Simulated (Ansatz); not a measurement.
# SrTiO3: the cost of one run

Program: Ansatz 0.2.0. Level of theory: DFT r²SCAN, frozen-core PAW, scalar-relativistic unless said. These are calculated values, not measurements.

## 1. The structure to begin with

Symmetry: Pm-3m, No. 221, cubic system. Conventional cell: a = 3.905 Å, b = 3.905 Å, c = 3.905 Å, α = 90.00°, β = 90.00°, γ = 90.00°. Sr (site symmetry m-3m) has 12 O at 2.76 Å as nearest neighbours. Around Ti (site symmetry m-3m) lie 6 O at 1.95 Å. O (site symmetry 4/mmm) is surrounded by 2 Ti at 1.95 Å and 4 Sr at 2.76 Å.

Structure file:

```
CELL_PARAMETERS angstrom
3.90528 0.00000 0.00000
0.00000 3.90528 0.00000
0.00000 0.00000 3.90528
ATOMIC_POSITIONS crystal
Sr 0.50000 0.50000 0.50000
Ti 0.00000 0.00000 0.00000
O 0.50000 0.00000 0.00000
O 0.00000 0.50000 0.00000
O 0.00000 0.00000 0.50000
```

Cartesian axes are those of the input's lattice vectors. The structure goes back to a database entry.

## 2. Cell and atoms relaxed, PAW

input.yaml

```yaml
crystal:
  lattice:
    - [3.90528, 0.0, 0.0]
    - [0.0, 3.90528, 0.0]
    - [0.0, 0.0, 3.90528]
  atoms:
    - { symbol: Sr, position: [0.5, 0.5, 0.5] }
    - { symbol: Ti, position: [0.0, 0.0, 0.0] }
    - { symbol: O, position: [0.5, 0.0, 0.0] }
    - { symbol: O, position: [0.0, 0.5, 0.0] }
    - { symbol: O, position: [0.0, 0.0, 0.5] }
kpoints:
  mp_grid: { grid: [8, 8, 8] }
scf:
  occupations: { method: fermi_dirac, width: 0.1 }
hamiltonian:
  xc: r2scan
  pseudopotentials: { kind: paw }
relax:
  f_tol: 0.002
  max_steps: 80
  cell: {}
output:
  forces: true
  stress: true
```

Started as:

```
$ ansatz run input.yaml --threads 1 --pin off --max-ram 3072MiB --backend cpu --events-out ev --progress --plain --runs-dir out
```

**Question.** How long does this run take on 1 thread of Intel Xeon Platinum 8375C at 2.90GHz (Ice Lake), shared host, and how much memory does it need?

About 16 s, with a peak of 0.53 GiB.
